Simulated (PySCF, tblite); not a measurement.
# C5H16FNSi2: geometry, infrared bands and NMR shifts

Wanted: the infrared bands and NMR shifts of C5H16FNSi2 (`CNCC(C)(C)[SiH2][SiH2]F`), by calculation.

The runs use tblite 0.8.0 and PySCF 2.14.0, with density-fitted response routines of our own; the level of theory stands in each step. All values are computed, except where a source is named. Atoms count from 0, in the outputs and in this text.

## 1. The starting structure

25 atoms, charge 0, multiplicity 1; geometry from: force field or distance geometry start.

Bonds of the start (Å): C0–N1 1.49, N1–C2 1.45, C2–C3 1.51, C3–C4 1.47, C3–C5 1.54, C3–Si6 1.88, Si6–Si7 2.25, Si7–F8 1.68, C0–H9 1.12, C0–H10 1.09, C0–H11 1.12, N1–H12 1.04, C2–H13 1.09, C2–H14 1.10, C4–H15 1.13, C4–H16 1.11, C4–H17 1.10, C5–H18 1.13, C5–H19 1.10, C5–H20 1.10, Si6–H21 1.45, Si6–H22 1.49, Si7–H23 1.45, Si7–H24 1.47.

## 2. Optimising the geometry with GFN2-xTB

The job: settings as JSON, then the geometry in Å.

```
{"job": {"kind": "relax", "xc": "GFN2-xTB", "basis": "xTB"}, "charge": 0, "multiplicity": 1}
C      3.158600    -0.884100    -0.178300
N      1.896600    -0.297000    -0.705100
C      1.062200     0.020300     0.442300
C     -0.260100     0.634100     0.031400
C     -0.188600     1.897400    -0.721900
C     -1.084700     0.956700     1.291500
Si    -1.135300    -0.660100    -1.005800
Si    -2.740200    -1.617400     0.250800
F     -4.195200    -1.245100    -0.511900
H      3.419000    -0.283100     0.733400
H      3.938000    -0.850100    -0.941100
H      2.921600    -1.928800     0.155400
H      2.189600     0.587100    -1.178500
H      1.593400     0.662900     1.149000
H      0.854100    -0.930000     0.961900
H     -1.031700     1.863600    -1.470600
H      0.736700     2.038600    -1.314300
H     -0.398700     2.793500    -0.111000
H     -0.772800     1.975700     1.662200
H     -2.165000     0.994300     1.074900
H     -0.811600     0.217900     2.061900
H     -1.638000    -0.113200    -2.247500
H     -0.185900    -1.750900    -1.345700
H     -2.666900    -0.995900     1.561900
H     -2.505900    -3.062200     0.364500
```

Command:

```sh
$ OMP_NUM_THREADS=1 python probes_run.py task.json out
```

This one command runs all jobs of the session in turn.

**Question.** This job is followed by: GFN2-xTB harmonic vibrations, gas phase; GIAO PBE0/pcSseg-1 NMR shielding, non-relativistic, gas phase. What will the session give for the following? strongest single infrared mode (GFN2-xTB); zero-point energy (GFN2-xTB); ¹³C shifts against TMS (PBE0/pcSseg-1, means over atoms taken as alike); ¹H shifts against TMS (PBE0/pcSseg-1, means over atoms taken as alike); ¹⁵N shifts against NH3 (PBE0/pcSseg-1); ²⁹Si shifts against TMS (PBE0/pcSseg-1); ¹⁹F shifts against CFCl3 (PBE0/pcSseg-1).

The runs gave:

```
                                                               quantity                                   value
                              strongest single infrared mode (GFN2-xTB)                    693 cm⁻¹, 671 km/mol
                                           zero-point energy (GFN2-xTB)                          125.9 kcal/mol
¹³C shifts against TMS (PBE0/pcSseg-1, means over atoms taken as alike)              66.1, 39.3, 29.4, 28.5 ppm
 ¹H shifts against TMS (PBE0/pcSseg-1, means over atoms taken as alike)  5.77, 3.93, 2.60, 2.05, 1.07, 0.60 ppm
                                 ¹⁵N shifts against NH3 (PBE0/pcSseg-1)                                65.8 ppm
                                ²⁹Si shifts against TMS (PBE0/pcSseg-1)                         14.1, -66.2 ppm
                               ¹⁹F shifts against CFCl3 (PBE0/pcSseg-1)                              -269.6 ppm
```

In words: Relaxing lowered the energy by 1.350 eV in 220 steps; the close pair that moved most is Si7–F8, from 1.684 to 1.617 Å. No mode is imaginary among the 69: a minimum at this level. The strongest single mode, at 693 cm⁻¹, has its largest shares on H21, H24 and H23 (the list is cut at 3 atoms). GFN2-xTB is a fitted tight-binding method: band positions and strengths are rough. Its intensities can rank the bands wrongly. At PBE0/pcSseg-1: The largest span, 198 ppm, is at Si7, where the paramagnetic term is -541 ppm.
